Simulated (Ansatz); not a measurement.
Write a Python script for the Python package of Ansatz (0.2.0) that makes a short molecular-dynamics run of ClFGeHI, SMILES [F][GeH]([Cl])[I]. Level of theory: BLYP, def2-SVP basis, multiplicity 1.

Contents of `clfgehi.xyz`:
```text
5

F    -0.71660    1.19210    1.11550
Ge    0.08080    0.03840    0.13740
Cl    1.05580    1.02620   -1.52290
I    -1.50280   -1.63670   -0.77430
H     1.13270   -0.69370    1.00300
```

`clfgehi.py`:
```python
"""A short Born-Oppenheimer trajectory of ClFGeHI."""

import warnings

import ansatz as az
import numpy as np

params = {
    "basis": "def2-SVP",
    "xc": "blyp",
    "n_steps": 30,
    "temperature_k": 800,
}


def main() -> None:
    warnings.simplefilter("ignore", az.DeckWarning)

    mol = az.Crystal.molecule_from_extxyz("clfgehi.xyz")

    calculation = (
        mol.calculation()
        .basis(gaussian=params["basis"])
        .functional(params["xc"])
        .md("nve", timestep=0.5, steps=params["n_steps"], temperature=params["temperature_k"], initial_velocities="maxwell_boltzmann", seed=34)
    )
    frames = []
    calculation.session().plan().execute(on_event=lambda e: frames.append(e["data"]) if e["event"] == "md_step" else None)
    print("t (fs)   E_pot (eV)      E_kin (eV)   T (K)   d(0-1) (A)")
    for f in frames[::1]:
        xyz = np.array(f["positions_ang"])
        print(f"{f['time_fs']:6.2f} {f['lagrangian_ev']:14.5f} {f['e_kin_ev']:10.5f} {f['temperature_k']:8.1f} {np.linalg.norm(xyz[0] - xyz[1]):9.4f}")
    kept = np.array([f["conserved_ev"] for f in frames])
    print(f"conserved energy moves by at most {1000 * np.ptp(kept):.3f} meV")


if __name__ == "__main__":
    main()
```

Output of `python clfgehi.py`:
```text
t (fs)   E_pot (eV)      E_kin (eV)   T (K)   d(0-1) (A)
  0.00   -79864.21971    0.31022    800.0    1.7098
  0.50   -79864.21821    0.30883    796.4    1.7126
  1.00   -79864.20850    0.29928    771.8    1.7156
  1.50   -79864.19285    0.28381    731.9    1.7187
  2.00   -79864.17386    0.26499    683.3    1.7221
  2.50   -79864.15408    0.24535    632.7    1.7256
  3.00   -79864.13576    0.22715    585.8    1.7293
  3.50   -79864.12076    0.21224    547.3    1.7332
  4.00   -79864.11043    0.20196    520.8    1.7371
  4.50   -79864.10564    0.19719    508.5    1.7412
  5.00   -79864.10676    0.19830    511.4    1.7454
  5.50   -79864.11365    0.20516    529.1    1.7496
  6.00   -79864.12572    0.21715    560.0    1.7539
  6.50   -79864.14183    0.23316    601.3    1.7582
  7.00   -79864.16038    0.25159    648.8    1.7626
  7.50   -79864.17933    0.27038    697.2    1.7669
  8.00   -79864.19623    0.28710    740.4    1.7712
  8.50   -79864.20847    0.29917    771.5    1.7755
  9.00   -79864.21355    0.30411    784.2    1.7797
  9.50   -79864.20953    0.30001    773.7    1.7839
 10.00   -79864.19560    0.28612    737.8    1.7879
 10.50   -79864.17264    0.26332    679.0    1.7919
 11.00   -79864.14353    0.23449    604.7    1.7957
 11.50   -79864.11302    0.20434    526.9    1.7993
 12.00   -79864.08686    0.17852    460.4    1.8028
 12.50   -79864.07041    0.16229    418.5    1.8060
 13.00   -79864.06699    0.15888    409.7    1.8091
 13.50   -79864.07680    0.16850    434.5    1.8120
 14.00   -79864.09685    0.18822    485.4    1.8147
 14.50   -79864.12196    0.21296    549.2    1.8171
 15.00   -79864.14631    0.23701    611.2    1.8194
conserved energy moves by at most 1.401 meV
```

Total energies depend on the basis set; only differences at equal settings carry meaning. The trajectory is only some femtoseconds long, so its temperature is not equilibrated; where the script doesn't relax first, it starts from a rough generated geometry. def2 sets replace the cores of elements past krypton by effective core potentials. The temperature counts the internal degrees of freedom alone. The whole script took 77 s on 1 thread of Arm Neoverse V2, on a shared host, peak memory 0.21 GiB.

(Lines on the test bed's own set-up are left out of the output.)
